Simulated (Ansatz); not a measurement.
# CH7ClMgOSi: the cost of one run

Method: UKS B3LYP/def2-SVP, in Ansatz 0.2.0.

1 further run of the same task is left out (it didn't finish).

### Step 1. The structure to begin with

Bond lengths: Mg1–Si2 2.945 Å, Mg1–Cl3 2.149 Å, Mg1–O5 2.417 Å, O5–C6 1.391 Å, Si2–H7 1.475 Å, Si2–H8 1.475 Å, Si2–H9 1.475 Å, C6–H10 1.097 Å, C6–H11 1.092 Å, C6–H12 1.098 Å. Angles (14 of 16 angles, heavy atoms first): Si2–Mg1–Cl3 129.0°, Si2–Mg1–O5 71.1°, Cl3–Mg1–O5 158.7°, Mg1–O5–C6 173.8°, Mg1–Si2–H7 125.0°, Mg1–Si2–H8 117.1°, Mg1–Si2–H9 95.1°, O5–C6–H10 110.9°, O5–C6–H11 108.5°, O5–C6–H12 111.0°, H7–Si2–H8 105.6°, H7–Si2–H9 105.2°, H8–Si2–H9 105.9°, H10–C6–H11 108.6°.

Structure file:

```xyz
12

Mg   -0.8230   -0.8928   -1.7881
Si    0.6817    1.5129   -0.9987
Cl   -1.7842   -1.3323   -3.6596
H     0.1070    0.0215   -0.0188
O    -0.3297   -1.0179    0.5744
C    -0.1931   -1.0756    1.9574
H     2.0410    1.5105   -0.4271
H    -0.0563    2.5562   -0.2621
H     0.8414    2.0242   -2.3734
H     0.8632   -1.0271    2.2485
H    -0.6074   -2.0239    2.3070
H    -0.7406   -0.2557    2.4406
```

### Step 2. A restrained relaxation towards end A

Springs on the bonds that form and break draw the guess towards this end; the thresholds are loose.

input.yaml reads:

```yaml
crystal:
  periodic: [false, false, false]
  atoms:
    - { symbol: Mg, position_ang: [-0.823, -0.8928, -1.7881] }
    - { symbol: Si, position_ang: [0.6817, 1.5129, -0.9987] }
    - { symbol: Cl, position_ang: [-1.7842, -1.3323, -3.6596] }
    - { symbol: H, position_ang: [0.107, 0.0215, -0.0188] }
    - { symbol: O, position_ang: [-0.3297, -1.0179, 0.5744] }
    - { symbol: C, position_ang: [-0.1931, -1.0756, 1.9574] }
    - { symbol: H, position_ang: [2.041, 1.5105, -0.4271] }
    - { symbol: H, position_ang: [-0.0563, 2.5562, -0.2621] }
    - { symbol: H, position_ang: [0.8414, 2.0242, -2.3734] }
    - { symbol: H, position_ang: [0.8632, -1.0271, 2.2485] }
    - { symbol: H, position_ang: [-0.6074, -2.0239, 2.307] }
    - { symbol: H, position_ang: [-0.7406, -0.2557, 2.4406] }
magnetization:
  spin_polarized: true
basis:
  gaussian: { orbitals: def2-SVP }
hamiltonian:
  xc: b3lyp
relax:
  f_tol: 0.15
  max_steps: 25
  restrain:
    - { distance: [0, 4], at: 3.37, k: 30.0 }
    - { distance: [3, 1], at: 2.72, k: 30.0 }
    - { distance: [0, 1], at: 2.52, k: 30.0 }
    - { distance: [3, 4], at: 0.97, k: 30.0 }
```

Launch:

```
ansatz run input.yaml --threads 4 --pin off --max-ram 5120MiB --backend cpu --events-out ev --progress --plain --runs-dir out
```

**Question.** How long does this run take on 4 threads of Arm Neoverse N1, shared host, and how much memory does it need?

About 64 s, with a peak of 0.4 GiB.
